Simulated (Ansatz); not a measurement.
# Cd2TeS: a single-point run

Wanted: a converged single-point run for Cd2TeS, and a check of what comes out. The structure is shown as the input types it. The cell is built on a prototype (ordering on rocksalt) and needn't be the phase found in nature.

Computed with Ansatz 0.2.0 (density functional or hybrid calculation with the settings of its input, plane waves (as first typed), unless a step's input says otherwise).

1 further run of the same task is left out (for a known fault of the program).

## Step 1: The starting structure

Symmetry: P4/mmm, No. 123, tetragonal system. Conventional cell: a = 4.114 Å, b = 4.114 Å, c = 5.770 Å, α = 90.00°, β = 90.00°, γ = 90.00°. S (site symmetry 4/mmm) is surrounded by 6 Cd at 2.88 to 2.91 Å. Around Cd (site symmetry 4/mmm) lie 2 S at 2.88 Å and 4 Te at 2.91 Å. Around Te (site symmetry 4/mmm) lie 6 Cd at 2.88 to 2.91 Å. Cd (site symmetry 4/mmm) has 2 Te at 2.88 Å and 4 S at 2.91 Å as nearest neighbours.

Coordinates:

```
CELL_PARAMETERS angstrom
4.11373 0.00000 0.00000
0.00000 4.11373 0.00000
0.00000 0.00000 5.76954
ATOMIC_POSITIONS crystal
S 0.00000 0.00000 0.00000
Cd 0.00000 0.00000 0.50000
Te 0.50000 0.50000 0.50000
Cd 0.50000 0.50000 0.00000
```

## Step 2: Running it

input.yaml

```yaml
crystal:
  lattice:
    - [4.1137293873, 0.0, 0.0]
    - [0.0, 4.1137293873, 0.0]
    - [0.0, 0.0, 5.7695416818]
  atoms:
    - { symbol: S, position: [0.0, 0.0, 0.0] }
    - { symbol: Cd, position: [0.0, 0.0, 0.5] }
    - { symbol: Te, position: [0.5, 0.5, 0.5] }
    - { symbol: Cd, position: [0.5, 0.5, 0.0] }
kpoints:
  mp_grid: { grid: [4, 4, 4] }
hamiltonian:
  xc: r2scan
scf:
  occupations: { method: fermi_dirac, width: 0.02 }
  n_extra_bands: 5
  max_iter: 71
output:
  forces: true
  stress: true
  eigenvalues: true
basis:
  ecutwfc: -100
```

On the command line:

```
$ ansatz run input.yaml --threads 4 --pin off --max-ram 3686MiB --backend cpu --events-out ev --progress --plain --runs-dir out
```

Q: Will this input give a usable result? If not, why, and what should change?

The run ended at the input check. Its message: «invalid value for `basis.ecutwfc`: must be finite and > 0; got -100 eV»

In the input, basis.ecutwfc is -100. The number typed is not permitted for that setting.

What to do: delete basis.ecutwfc (the default then holds).
